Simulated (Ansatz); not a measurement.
# Barium, fcc under PBEsol: from relaxation to bulk modulus

Aim: take barium in the fcc structure, relax it, solve it on a dense k-mesh, then scale the cell to 7 volumes from 88 to 112 % of the relaxed one and try a fit of the equation of state. Spin polarisation is left out. The k-meshes are 9×9×9 for the relaxation; 15×15×15 for the dense run; 10×10×10 for the volumes.

This is Ba in the fcc structure; at room conditions it is bcc.

Program: Ansatz 0.2.0. Level of theory: DFT PBEsol, plane waves (420 eV) with PAW, scalar-relativistic; PAW files made under PBE, frozen cores solved again for the functional. These are calculated values, not measurements.

## Step 1: The system as given

The structure is cubic, space group Fm-3m (No. 225). Conventional cell: a = 6.300 Å, b = 6.300 Å, c = 6.300 Å, α = 90.00°, β = 90.00°, γ = 90.00°. Around Ba (site symmetry m-3m) lie 12 Ba at 4.45 Å.

Structure file:

```cif
data_structure
_symmetry_space_group_name_H-M 'P 1'
_symmetry_Int_Tables_number 1
_cell_length_a 4.4545
_cell_length_b 4.4545
_cell_length_c 4.4545
_cell_angle_alpha 60.000
_cell_angle_beta 60.000
_cell_angle_gamma 60.000
_cell_volume 62.50
loop_
_atom_site_label
_atom_site_type_symbol
_atom_site_fract_x
_atom_site_fract_y
_atom_site_fract_z
_atom_site_occupancy
Ba1 Ba 0.00000 0.00000 0.00000 1
```

## Step 2: Geometry optimisation

input.yaml reads:

```yaml
crystal:
  lattice:
    - [0.0, 3.1498026247, 3.1498026247]
    - [3.1498026247, 0.0, 3.1498026247]
    - [3.1498026247, 3.1498026247, 0.0]
  atoms:
    - { symbol: Ba, position: [0.0, 0.0, 0.0] }
hamiltonian:
  xc: pbesol
  pseudopotentials:
    kind: paw
    azcp:
      Ba: "pseudopotentials/Ba.paw.azcp"
basis:
  ecutwfc: 420
  fft_grid_basis: typed
kpoints:
  mp_grid: { grid: [9, 9, 9], shift: [0, 0, 0] }
magnetization:
  spin_polarized: false
scf:
  occupations: { method: fermi_dirac, width: 0.1 }
relax:
  max_steps: 60
  f_tol: 0.01
  cell: {}
output:
  write_density: true
  write_potential: true
  elf: true
  volumetric_format: npy
```

Launch:

```
ansatz run input.yaml --threads 2 --pin off --max-ram 5120MiB --backend cpu --events-out ev --progress --plain --runs-dir out
```

The runs that follow: Single point on a dense mesh; At 88 % of the relaxed volume; At 92 % of the relaxed volume; At 96 % of the relaxed volume; At 100 % of the relaxed volume; At 104 % of the relaxed volume; At 108 % of the relaxed volume; At 112 % of the relaxed volume.

**Question.** What will these runs give? Wanted: space group; conventional cell; volume; shortest distance; gap on the mesh; relative to bcc; highest ELF outside the cores; V₀, B₀, B₀′.

**Answer**, as computed:

| quantity | value |
| --- | --- |
| space group (spins left aside) | Fm-3m (No. 225) |
| conventional cell | a = 6.162 Å |
| volume | 58.499 Å³/atom |
| shortest distance | 4.357 Å |
| gap on the mesh | none (levels filled in part) |
| relative to bcc | +17 meV/atom |
| highest ELF outside the cores | 0.62, 3.08 Å from the nearest atom |
| V₀, B₀, B₀′ | 58.306 Å³/atom, 7.9 GPa, 2.4 |

The relaxation shrank the cell by 6.4 % in volume. Against the reference form of barium (bcc, computed apart with the same settings) it stands 17 meV/atom higher. Levels at the Fermi energy are filled in part, as in a metal. B₀ comes out at 7.9 GPa, a soft solid. Relaxation kept the symmetry; phonons were not checked.
